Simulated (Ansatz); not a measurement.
# One shape, several levels: GeH2 (SMILES [GeH2])

Aim: a comparison of 6 runs (HF/3-21G, CAM-B3LYP/def2-TZVPPD, HSE06/def2-TZVPPD, SVWN5/def2-TZVPPD, CCSD/def2-TZVPPD, CCSD(T)/def2-TZVPPD) of GeH2. 

The calculation is run with Ansatz 0.2.0.

34 further runs of the same task are left out: 34 set aside as unsound or not needed.

## 1. The system as given

GeH2: 3 atoms, total charge 0, spin state singlet. As SMILES, `[GeH2]`. The Ge1–H3 distance was set to 1.834 Å, away from the relaxed value.

Bond lengths: Ge1–H2 1.595 Å. A long bond or contact: Ge1–H3 1.834 Å.

## 2. The energy at HF/3-21G (run 1)

File input.yaml:

```yaml
crystal:
  periodic: [false, false, false]
  atoms:
    - {symbol: Ge, position_ang: [-0.623680, 0.638169, -0.266460]}
    - {symbol: H, position_ang: [0.729420, 0.976669, 0.506240]}
    - {symbol: H, position_ang: [-0.212900, -1.148700, -0.245300]}
basis:
  gaussian:
    orbitals: 3-21G-spherical.json
total_charge: 0
hamiltonian:
  xc: hf
accuracy: high
output: {orbitals: {seedname: orbitals}}
```

The basis set 3-21G is read from a file made from the Basis Set Exchange's data (not shown).

Command:

```bash
$ ansatz run input.yaml --threads 1 --pin off --max-ram 3480MiB --events-out events.jsonl --progress --plain --runs-dir runs
```

The log of the run:

```text
Warning: RAYON_NUM_THREADS=1 ignored (pool sized by the plan → 1); use --threads N
Functional definition: HF
  name "HF"
  exchange = exact_x
  correlation = 0
349 factors; integrals over basis functions are off by at most 4.3e-9 eV
mean field evaluation 1: about -56229.9412 eV, gradient 5.4e0 eV
mean field evaluation 2: about -56229.9478 eV, gradient 5.4e0 eV
mean field evaluation 4: about -56230.1343 eV, gradient 3.1e-1 eV
mean field evaluation 8: about -56230.1351 eV, gradient 2.9e-7 eV
mean field -56230.13513351 eV, -2066.4193520021 hartree, gradient 1.6e-8 eV, S^2 0.000000; 0 other end points of the search recorded, 0 dependent functions left out
reference -56230.13513351 eV, -2066.4193520021 hartree; 17, 17 occupied and 9, 9 virtual orbitals, 349 factors
Total energy: -56230.13513351 eV, -2066.4193520021 hartree
```

Run time: 0.12 s. Hardware: 1 thread of Arm Neoverse V2, shared host.

## 3. The energy at CAM-B3LYP/def2-TZVPPD (run 2)

File job.yaml:

```yaml
crystal:
  periodic: [false, false, false]
  atoms:
    - {symbol: Ge, position_ang: [-0.623680, 0.638169, -0.266460]}
    - {symbol: H, position_ang: [0.729420, 0.976669, 0.506240]}
    - {symbol: H, position_ang: [-0.212900, -1.148700, -0.245300]}
basis:
  gaussian:
    orbitals: def2-TZVPPD.json
hamiltonian:
  xc: {name: CAM-B3LYP}
accuracy: high
output: {orbitals: {seedname: orbitals}}
```

The basis set def2-TZVPPD is read from a file made from the Basis Set Exchange's data (not shown).

Command:

```bash
$ ansatz run job.yaml --threads 1 --pin off --max-ram 3480MiB --events-out events.jsonl --progress --plain --runs-dir runs
```

The log of the run:

```text
Warning: RAYON_NUM_THREADS=1 ignored (pool sized by the plan → 1); use --threads N
Functional definition: CAM-B3LYP
  name "CAM-B3LYP"
  parameter alpha = 0.19
  parameter beta = 0.46
  parameter omega = 0.33/bohr
  parameter ac = 0.81
  exchange = (1 - alpha - beta)*b88_x + beta*b88_x_sr(omega) + alpha*exact_x + beta*exact_x_lr(omega)
  correlation = (1 - ac)*vwn5_c + ac*lyp_c
1275 factors; integrals over basis functions are off by at most 4.7e-9 eV
317 factors; integrals over basis functions are off by at most 2.5e-9 eV
mean field evaluation 1: about -56551.7050 eV, gradient 1.6e1 eV
mean field evaluation 2: about -56551.9143 eV, gradient 1.6e1 eV
mean field evaluation 4: about -56552.1080 eV, gradient 1.5e0 eV
mean field evaluation 8: about -56552.1320 eV, gradient 4.9e-2 eV
mean field evaluation 16: about -56552.1320 eV, gradient 1.1e-5 eV
mean field -56552.13199927 eV, -2078.2525185614 hartree, gradient 4.0e-8 eV, S^2 0.000000; 0 other end points of the search recorded, 0 dependent functions left out
reference -56552.13201368 eV, -2078.2525190907 hartree; 17, 17 occupied and 71, 71 virtual orbitals, 1275 factors
Total energy: -56552.13201368 eV, -2078.2525190907 hartree
```

It took 3.9 s on 1 thread of Arm Neoverse V2, shared host; peak memory 0.21 GiB.

## 4. The energy at HSE06/def2-TZVPPD (run 3)

job.yaml, as its differences from that of step 3:

```diff
@@ -10,3 +10,3 @@
 hamiltonian:
-  xc: {name: CAM-B3LYP}
+  xc: hse06
 accuracy: high
```

The basis set def2-TZVPPD is read from a file made from the Basis Set Exchange's data (not shown).

Command:

```bash
$ ansatz run job.yaml --threads 1 --pin off --max-ram 3480MiB --events-out events.jsonl --progress --plain --runs-dir runs
```

The log of the run:

```text
Warning: RAYON_NUM_THREADS=1 ignored (pool sized by the plan → 1); use --threads N
Functional definition: HSE06
  name "HSE06"
  parameter a = 0.25
  parameter omega = 0.11/bohr
  exchange = pbe_x - a*pbe_x_sr(omega) + a*exact_x_sr(omega)
  correlation = pbe_c
1275 factors; integrals over basis functions are off by at most 4.7e-9 eV
90 factors; integrals over basis functions are off by at most 1.2e-9 eV
mean field evaluation 1: about -56541.0738 eV, gradient 1.5e1 eV
mean field evaluation 2: about -56541.1527 eV, gradient 1.6e1 eV
mean field evaluation 4: about -56541.5994 eV, gradient 5.2e-1 eV
mean field evaluation 8: about -56541.6210 eV, gradient 3.0e-2 eV
mean field evaluation 16: about -56541.6210 eV, gradient 6.0e-7 eV
mean field -56541.62098576 eV, -2077.8662459394 hartree, gradient 7.0e-8 eV, S^2 0.000000; 0 other end points of the search recorded, 0 dependent functions left out
reference -56541.62098835 eV, -2077.8662460345 hartree; 17, 17 occupied and 71, 71 virtual orbitals, 1275 factors
Total energy: -56541.62098835 eV, -2077.8662460345 hartree
```

Wall time 3.3 s (1 thread of Arm Neoverse V2, shared host); peak memory 0.19 GiB.

Runs 4 to 5 aren't shown in full; the table further down has their settings and results.

## 5. The energy at CCSD(T)/def2-TZVPPD (run 6)

File molecule.yaml:

```yaml
crystal:
  periodic: [false, false, false]
  atoms:
    - symbol: Ge
      position_ang: [-0.623680, 0.638169, -0.266460]
    - symbol: H
      position_ang: [0.729420, 0.976669, 0.506240]
    - symbol: H
      position_ang: [-0.212900, -1.148700, -0.245300]
basis:
  gaussian: {orbitals: def2-TZVPPD.json}
correlation: {method: ccsd_t, frozen_orbitals: {Ge: 9, H: 0}}
accuracy: high
scf: {omitted_lower_state_checks: [cluster_reference, increment]}
```

The basis set def2-TZVPPD is read from a file made from the Basis Set Exchange's data (not shown).

Command:

```bash
$ ansatz run molecule.yaml --threads 1 --pin off --max-ram 3480MiB --events-out events.jsonl --progress --plain --runs-dir runs
```

The log of the run, cut to the lines that bear on the results:

```text
Warning: RAYON_NUM_THREADS=1 ignored (pool sized by the plan → 1); use --threads N
[... 2 set-up lines as earlier in the session ...]
[...]
1275 factors; integrals over basis functions are off by at most 4.7e-9 eV
[...]
mean field -56503.48202082 eV, -2076.4646648294 hartree, gradient 1.7e-8 eV, S^2 0.000000; 0 other end points of the search recorded, 0 dependent functions left out; unrestricted orbitals would lower it
9 core orbitals not correlated: weight in the atoms' cores, before any rotation towards them, 1.000 or more for the frozen orbitals, at most 0.000 for the correlated occupied ones
reference -56503.48202082 eV, -2076.4646648294 hartree; 8, 8 occupied and 71, 71 virtual orbitals, 1275 factors
second order -6.53150448 eV of doubles, -0.00000000 eV of singles
cycle   1  -6.65626200 eV  change   -1.2e-1 eV  update   7.6e-2
[...]
cycle  22  -7.01610426 eV  change  -6.0e-11 eV  update  5.1e-10
perturbative correction -0.23114507 eV, -0.0084944248 hartree
Total energy: -56510.72927016 eV, -2076.7309963302 hartree
Checks for a lower state left out: cluster_reference, increment
```

It took 4.2 s on 1 thread of Arm Neoverse V2, shared host; peak memory 0.37 GiB.

## 6. All runs side by side

```
run                  level  frozen core orbitals   energy (Eh)  HOMO energy (eV)  LUMO energy (eV)  HOMO–LUMO gap (eV)  wall time
  1               HF/3-21G                     –  -2066.419352             -9.06              0.02                9.08     0.12 s
  2  CAM-B3LYP/def2-TZVPPD                     –  -2078.252519             -8.28             -2.08                6.19      3.9 s
  3      HSE06/def2-TZVPPD                     –  -2077.866246             -6.60             -3.51                3.09      3.3 s
  4      SVWN5/def2-TZVPPD                     –  -2074.957883             -6.08             -4.28                1.81      1.7 s
  5       CCSD/def2-TZVPPD                     9  -2076.722502                 –                 –                   –      3.9 s
  6    CCSD(T)/def2-TZVPPD                     9  -2076.730996                 –                 –                   –      4.2 s
```

## 7. Outcome

| quantity | value |
| --- | --- |
| run 6: total energy | -2076.73100 Eh |
| run 6: correlation energy (9 core orbitals frozen) | -266.3 mEh |
| run 6: (T) correction | -8.49 mEh |
| run 6: T1 diagnostic | 0.013 |

In words: Over runs 1, 2, 3, 4 the HOMO–LUMO gap runs from 1.81 eV (SVWN5/def2-TZVPPD) to 9.08 eV (HF/3-21G). The two ends differ in method and basis. Totals of different functionals can't be ranked against each other. In runs 5, 6 the log says that unrestricted orbitals would lower the reference, so the values rest on an unstable closed-shell determinant (other closed-shell runs at this shape may share the fault). All runs together took 17 s, the longest 4.2 s.
